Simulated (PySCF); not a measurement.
# CdSi: bond curves at several levels of theory

The task here is to estimate one member of a computed series from the others.

Method: Cd def2-SVP with ECP28, Si def2-SVP, scalar-relativistic core potentials; program: PySCF 2.14.0.

Set-up of the first run:

A driver script around PySCF takes these settings:

```yaml
atoms: Cd, Si
charge: 0
basis: Cd def2-SVP with ECP28, Si def2-SVP
Hamiltonian: scalar-relativistic core potentials
basis_functions: 49
electrons_treated: 34
masses_in_u: 113.9034, 27.9769
levels: PBE0, PBE, r²SCAN, B97-3, M06-2X, B3LYP, ωB97X, HF, MP2, SCS-MP2, CCSD, CCSD(T)
grid: 80 radial by 434 angular points
occupations: held fixed by the projection of orbital angular momentum
dissociation_limit: Cd + Si, each in its ground configuration
starting_distance_in_angstrom: 2.515
values_of_2S_to_try: 0, 2
```

The run is started by

```sh
OMP_NUM_THREADS=1 python dia.py task.json out
```

Among the steps run: Set-up; PBE0 along the bond; Excited determinants; PBE; r²SCAN; B97-3 (global hybrid GGA); M06-2X; B3LYP; ωB97X (range-separated hybrid); ROHF (mean field); Adding correlation.

One of the session's tables, all rows but one given; the rest of the session is left out.

It belongs to the step «The curves together». Energy (eV) from each level's lowest point:

```
R (Å)   ROHF  ROHF-MP2  ROHF-SCS-MP2  ROHF-CCSD  ROHF-CCSD(T)
2.224  0.893     0.428         0.502        n/a           n/a
2.327  0.532     0.176         0.227      0.261         0.229
2.431  0.300     0.048         0.077      0.097         0.075
2.508  0.187     0.008         0.022      0.032         0.020
2.586  0.109     0.000         0.000      0.004         0.000
2.664  0.059     0.014         0.001      0.000         0.005
2.767      ?         ?             ?          ?             ?
2.896  0.001     0.121         0.073      0.067         0.099
3.051  0.000     0.205         0.139      0.133         0.180
3.258  0.015     0.304         0.218        n/a           n/a
```

**Question.** Estimate the row for R (Å) = 2.767.

Worked estimate for «ROHF». A straight line through the neighbours (2.664, 0.059) and (2.896, 0.001) gives 0.059 + (0.001 − 0.059) × (2.767 − 2.664) / (2.896 − 2.664) = 0.033; a parabola fitted to 4 rows on both sides gives 0.024.

As computed: ROHF: 0.020; ROHF-MP2: 0.055; ROHF-SCS-MP2: 0.025; ROHF-CCSD: 0.020; ROHF-CCSD(T): 0.038. In «ROHF» the line misses by +0.013 and the parabola by +0.004.
